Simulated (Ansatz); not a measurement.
Predict the output of the script below (Ansatz 0.2.0 through its Python package).

Script `pa_geh4ssi.py`:
```python
import ansatz
from ase import Atoms
import numpy as np

atoms = Atoms(["Si", "S", "Ge", "H", "H", "H", "H"], positions=[
    (-0.9498, -0.293, -0.5317),
    (-0.236, 1.7273, -0.2898),
    (0.9575, 0.0481, 0.5441),
    (-0.7745, -0.7473, -1.9182),
    (-2.1283, -0.5596, 0.3266),
    (0.9053, -0.0062, 2.1029),
    (2.2871, -0.2372, -0.2796),
])
geh4ssi = ansatz.Crystal.molecule_from_ase(atoms)

calculation = geh4ssi.calculation().basis(gaussian="def2-SVP").functional("B3LYP")
symbols = [site.symbol for site in geh4ssi.cartesian_sites]
start = np.array([site.position_ang for site in geh4ssi.cartesian_sites], dtype=float)
data = calculation.relax(force_tolerance=0.01).run(threads=1, backend="cpu").report
end = np.array(data["positions_ang"])

away = sum((end[1] - end[j]) / np.linalg.norm(end[1] - end[j]) for j in [0, 2]) + np.array([0.15, 0.1, -0.2])
proton = end[1] + 1.4 * away / np.linalg.norm(away)
acid = ansatz.Crystal.molecule()
for symbol, place in zip(symbols, end):
    acid = acid.atom(symbol, place.tolist())
acid = acid.atom("H", proton.tolist())
protonated = (
    acid.calculation()
    .basis(gaussian="def2-SVP")
    .functional("B3LYP")
    .charge(1)
    .relax(force_tolerance=0.01, max_steps=80)
)
after = protonated.run(threads=1, backend="cpu").report
xyz = np.array(after["positions_ang"])
reach = np.linalg.norm(xyz[:-1] - xyz[-1], axis=1)
print(f"base {data['free_energy_ev']:.5f} eV, protonated {after['free_energy_ev']:.5f} eV")
print(f"the proton ends {reach.min():.3f} A from {symbols[reach.argmin()]}{reach.argmin()}")
print(f"electronic proton affinity {23.060548 * (data['free_energy_ev'] - after['free_energy_ev']):.1f} kcal/mol")
```

```console
$ python pa_geh4ssi.py
base -75286.04869 eV, protonated -75294.78849 eV
the proton ends 1.360 A from S1
electronic proton affinity 201.5 kcal/mol
```

Caveats:
- The settings weren't tested for convergence.
- The proton is put on one chosen atom, which needn't be the most basic site, so the molecule's proton affinity can be higher; the ends are stationary points, not checked by frequencies, and zero-point and thermal terms count only where printed.
- b3lyp holds the VWN-RPA fit, as in Gaussian; the form of ORCA and Turbomole is b3lyp5.
- The whole script took 66 s on 1 thread of Intel(R) Xeon(R) Platinum 8488C (Sapphire Rapids) (shared host), peak memory 0.28 GiB.
